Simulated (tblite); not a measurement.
# C6H12OSi: the cost of one run

The runs use tblite 0.8.0 and PySCF 2.14.0, with density-fitted response routines of our own; the level of theory stands in each step. All values are computed, except where a source is named. Atoms count from 0, in the outputs and in this text.

### 1 The starting structure

20 atoms, charge 0, multiplicity 1; geometry from: force field or distance geometry start.

Bonds of the start (Å): C0–C1 1.50, C1–O2 1.27, C1–C3 1.46, C3–C4 1.33, C4–Si5 1.84, Si5–C6 1.87, Si5–C7 1.84, C0–H8 1.09, C0–H9 1.13, C0–H10 1.10, C3–H11 1.08, C4–H12 1.08, Si5–H13 1.47, C6–H14 1.11, C6–H15 1.12, C6–H16 1.11, C7–H17 1.13, C7–H18 1.11, C7–H19 1.12.

### 2 Geometry optimisation with GFN2-xTB

The job: settings as JSON, then the geometry in Å.

```
{"job": {"kind": "relax", "xc": "GFN2-xTB", "basis": "xTB"}, "charge": 0, "multiplicity": 1}
C      3.441900     1.005100    -0.061500
C      2.437900    -0.112400     0.007400
O      2.831100    -1.308900    -0.145100
C      1.055600     0.259400     0.280300
C      0.165700    -0.725600     0.369000
Si    -1.626800    -0.434900     0.693900
C     -2.023400     1.291700     0.098000
C     -2.530200    -1.730800    -0.255200
H      3.070400     1.861200    -0.630900
H      3.542600     1.355200     1.003600
H      4.373700     0.556000    -0.450000
H      0.760300     1.290300     0.428700
H      0.498400    -1.741000     0.227700
H     -1.763800    -0.559400     2.150100
H     -3.063200     1.607900     0.318000
H     -1.362700     1.997000     0.661500
H     -1.762300     1.423700    -0.975200
H     -2.210900    -2.730900     0.157500
H     -3.632100    -1.618400    -0.196300
H     -2.207500    -1.674500    -1.323200
```

Command:

```sh
$ OMP_NUM_THREADS=1 python probes_run.py task.json out
```

The driver reads the jobs from task.json and runs them one after another.

Q: Estimate the wall time and peak memory of this first job on 1 thread of Intel Xeon at 2.50GHz, shared host.

About 2.4 s, with a peak of 0.18 GiB.
